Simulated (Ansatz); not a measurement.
Geometry optimisation, DFT LDA, scalar-relativistic, plane waves, PAW in Ansatz 0.2.0.

input.yaml

```yaml
crystal:
  lattice:
    - [4.58, 0.0, 0.0]
    - [2.29, 3.966396, 0.0]
    - [0.0, 0.0, 15.58843]
  atoms:
    - { symbol: Be, position: [0.0, 0.0, 0.0641501] }
    - { symbol: Be, position: [0.5, 0.0, 0.0641501] }
    - { symbol: Be, position: [0.0, 0.5, 0.0641501] }
    - { symbol: Be, position: [0.5, 0.5, 0.0641501] }
    - { symbol: Be, position: [-0.1666667, 0.3333333, 0.1792493] }
    - { symbol: Be, position: [0.3333333, 0.3333333, 0.1792493] }
    - { symbol: Be, position: [-0.1666667, 0.8333333, 0.1792493] }
    - { symbol: Be, position: [0.3333333, 0.8333333, 0.1792493] }
    - { symbol: Be, position: [0.0, 0.0, 0.2943484] }
    - { symbol: Be, position: [0.5, 0.0, 0.2943484] }
    - { symbol: Be, position: [0.0, 0.5, 0.2943484] }
    - { symbol: Be, position: [0.5, 0.5, 0.2943484] }
    - { symbol: Au, position: [0.0047402, 0.4853594, 0.4457428] }
basis:
  ecutwfc: 420.0
kpoints:
  mp_grid: { grid: [6, 6, 1] }
hamiltonian:
  xc: lda
scf:
  occupations: { method: gaussian, width: 0.05 }
  lower_state_search: "off"
relax:
  f_tol: 0.03
  max_steps: 60
  adjacent_minimum: "off"
  constraints: [{ sites: [0, 1, 2, 3] }]
```

Command:

```bash
$ ansatz run input.yaml --threads 2 --pin off --max-ram 5120MiB --backend cpu --events-out ev --progress --plain --runs-dir out
```

Where does it end, and by what steps?

The forces met the threshold. The force dipped under the threshold on the way, but the program's further checks kept it going. Limits of this set-up: coarse k mesh, thin slab, slab without dipole correction. After 11 steps the energy has fallen by 1.304 eV; Au13 moved furthest, 1.46 Å. Joined: Be9–Au13 (3.25 → 2.21 Å), Be10–Au13 (3.26 → 2.20 Å).

```csv
step,energy less start (eV),largest force component (eV/Å),accepted
0,0.0000,2.196,yes
1,-0.3937,1.364,yes
2,-0.6219,0.872,yes
3,-0.8204,0.321,yes
4,-0.9309,0.399,yes
5,-1.0267,0.405,yes
6,-1.1361,0.441,yes
7,-1.2248,0.284,yes
8,-1.2758,0.133,yes
9,-1.2985,0.038,yes
10,-1.3037,0.009,yes
11,-1.3036,0.023,yes
```

```xyz
13
Lattice="4.5800 0.0000 0.0000 2.2900 3.9664 0.0000 0.0000 0.0000 15.5884" Properties=species:S:1:pos:R:3
Be 0.000 0.000 1.000
Be 2.290 0.000 1.000
Be 1.145 1.983 1.000
Be 3.435 1.983 1.000
Be 0.010 1.315 2.773
Be 2.281 1.316 2.774
Be 1.146 3.304 2.756
Be 3.435 3.315 2.774
Be -0.043 -0.028 4.505
Be 2.337 -0.029 4.503
Be 1.147 2.032 4.505
Be 3.435 1.981 4.577
Au 1.154 0.653 6.233
```

Whether the end is a true minimum wasn't checked by a vibrational analysis.

Run time: 2.4 min on 2 threads of Arm Neoverse N1 (shared host), peak memory 0.5 GiB.
